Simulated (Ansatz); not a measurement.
# Gd: how the settings move a single-point run

How sensitive is a single-point run of Gd to its settings? A reference run comes first, then one run with altered input.

Method: reference: DFT, PBE+U, PAW with Ansatz's default frozen-core files, scalar-relativistic, in Ansatz 0.2.0.

## Step 1: The structure to begin with

Symmetry: P-3m1, No. 164, trigonal system. Conventional cell: a = 3.656 Å, b = 3.656 Å, c = 11.780 Å, α = 90.00°, β = 90.00°, γ = 120.00°. Around Gd (site symmetry -3m) lie 12 Gd at 3.60 to 3.66 Å. Around Gd (site symmetry -3m) lie 12 Gd at 3.64 to 3.66 Å. Gd (site symmetry 3m) has 12 Gd at 3.60 to 3.66 Å as nearest neighbours.

Coordinates:

```
Gd
1.0
     3.65552    0.00000    0.00000
    -1.82776    3.16577    0.00000
     0.00000    0.00000   11.77961
Gd
4
Direct
  0.00000 0.00000 0.00000
  0.00000 0.00000 0.50000
  0.33333 0.66667 0.24808
  0.66667 0.33333 0.75192
```

## Step 2: Baseline

File input.yaml:

```yaml
crystal:
  lattice:
    - [3.6555206459, 0.0, 0.0]
    - [-1.827760323, 3.1657737434, 0.0]
    - [0.0, 0.0, 11.77960696]
  atoms:
    - { symbol: Gd, position: [0.0, 0.0, 0.0], spin: 7.0 }
    - { symbol: Gd, position: [0.0, 0.0, 0.5], spin: -7.0 }
    - { symbol: Gd, position: [0.3333333333, 0.6666666667, 0.24808348], spin: 7.0 }
    - { symbol: Gd, position: [0.6666666667, 0.3333333333, 0.75191652], spin: 7.0 }
magnetization:
  spin_polarized: true
kpoints:
  mp_grid: { grid: [9, 9, 3] }
scf:
  occupations: { method: fermi_dirac, width: 0.05 }
hamiltonian:
  xc: pbe
  pseudopotentials: { kind: paw }
  hubbard: { sites: [{ species: Gd, l: f, u_eff: 4 }] }
output:
  forces: true
  stress: true
  eigenvalues: true
  hubbard: { sites: [{ species: Gd, l: f }] }
  populations: true
  dos: { projected: true, de: 0.1, e_range: [-10, 8] }
```

Launch:

```bash
ansatz run input.yaml --threads 2 --pin off --max-ram 6144MiB --backend cpu --events-out ev --progress --plain --runs-dir out
```

## Step 3: Changing settings: lower_state_search standard

input.yaml: that of step 2 with these lines changed.

```diff
@@ -16,2 +16,3 @@
   occupations: { method: fermi_dirac, width: 0.05 }
+  lower_state_search: standard
 hamiltonian:
@@ -26,2 +27 @@
   populations: true
-  dos: { projected: true, de: 0.1, e_range: [-10, 8] }
```

**Question.** What will these runs give? Wanted: for each run, ending; energy change; pressure; abs. moment; force.

The runs gave:

```
                           run     ending  energy change  pressure (GPa)  abs. moment (μB)  force (eV/Å)  cycles  time
                     reference  converged              0            -0.6             30.90          0.08      16  52 s
1: lower_state_search standard  converged   0.0 meV/atom            -0.6             30.90          0.08      16  53 s
```

Times don't compare one to one where runs were asked for different outputs or read a saved state (see the inputs); cycles may leave out searches for a lower state.

Residual by cycle in the longest SCF loop of each run; runs are numbered as in the table. The quantity is the density residual dr2, in eV.

```
cycle  reference    run 1
    1       2.04     2.04
    2        1.3      1.3
    3      0.313    0.313
    4     0.0165   0.0165
    5     0.0214   0.0214
    6    0.00378  0.00378
    7    0.00213  0.00213
    8     6.7e-4   6.7e-4
    9     2.1e-5   2.1e-5
```

**Reading.** The changed input (search for lower states) leaves the energy the same to the digits printed.
